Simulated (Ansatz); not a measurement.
Predict the output of the script below (Ansatz 0.2.0 through its Python package).

`methods.py`
```python
"""BH3OSSeSi at several levels of theory."""

from pathlib import Path

import ansatz as az
import numpy as np

geometry_ang = [
    ("Se", (-2.0443, 1.4208, -0.2816)),
    ("Si", (-0.1331, 0.4714, 0.306)),
    ("O", (-0.3955, -1.14, 0.7312)),
    ("B", (0.765, -1.8204, -0.0802)),
    ("S", (0.8363, -0.3399, -1.3267)),
    ("H", (-1.3226, 2.6479, -0.9323)),
    ("H", (0.7703, 1.2054, 1.2432)),
    ("H", (1.616, -2.5024, 0.2847)),
]
mol = az.Crystal.molecule()
for symbol, xyz in geometry_ang:
    mol = mol.atom(symbol, xyz)

job = mol.calculation().basis(gaussian="def2-SVP")

print("functional    E (Ha)        dipole (D)   HOMO (eV)  LUMO (eV)")
for name in ["pbe", "r2scan", "hse06", "hf", "blyp", "cam_b3lyp"]:
    r = job.functional(name).forces().orbitals().run(runs_dir="runs").report
    lines = Path(r["orbitals_path"]).read_text().splitlines()
    field_of = lambda key: [line.split("=")[1].strip() for line in lines if line.startswith(key)]
    orbitals = [(27.211386 * float(e), s, float(n)) for e, s, n in zip(field_of("Ene="), field_of("Spin="), field_of("Occup="))]
    homo = max(e for e, _, n in orbitals if n > 0.5)
    lumo = min(e for e, _, n in orbitals if n < 0.5)
    dipole = 4.803205 * np.linalg.norm(r["charge_distribution"]["dipole_moment_e_ang"])
    print(f"{name:10s} {r['free_energy_ev'] / 27.211386246:14.6f} {dipole:9.3f} {homo:11.3f} {lumo:10.3f}")
```

Output of `python methods.py`:
```text
functional    E (Ha)        dipole (D)   HOMO (eV)  LUMO (eV)
pbe          -3189.815845     1.082      -5.823     -2.816
r2scan       -3190.508887     1.122      -6.142     -2.588
hse06        -3189.942367     1.126      -6.646     -2.326
hf           -3187.093620     1.326      -9.638      1.600
blyp         -3190.612470     1.025      -5.589     -2.606
cam_b3lyp    -3190.703684     1.125      -8.235     -0.755
```

What to keep in mind:
- The settings weren't tested for convergence.
- The geometry is a force-field or estimated start, not a minimum of this method, and the basis set is short of its limit. A lower total doesn't mark the better method: functionals have no common bound, and MP2 and coupled cluster aren't variational.
- Levels such as HOMO and LUMO are orbital energies: with these approximate functionals they aren't the ionisation energy and electron affinity, and their gap isn't the fundamental gap.
- hse06 follows the composition of plane-wave codes, whose totals differ by tens of mHa, up to about 0.1 Ha, from the form usual in Gaussian-basis programs (wpbeh).
- It ran for 37 s on 1 thread of Arm Neoverse V1, with other jobs on the host, peak memory 0.39 GiB.
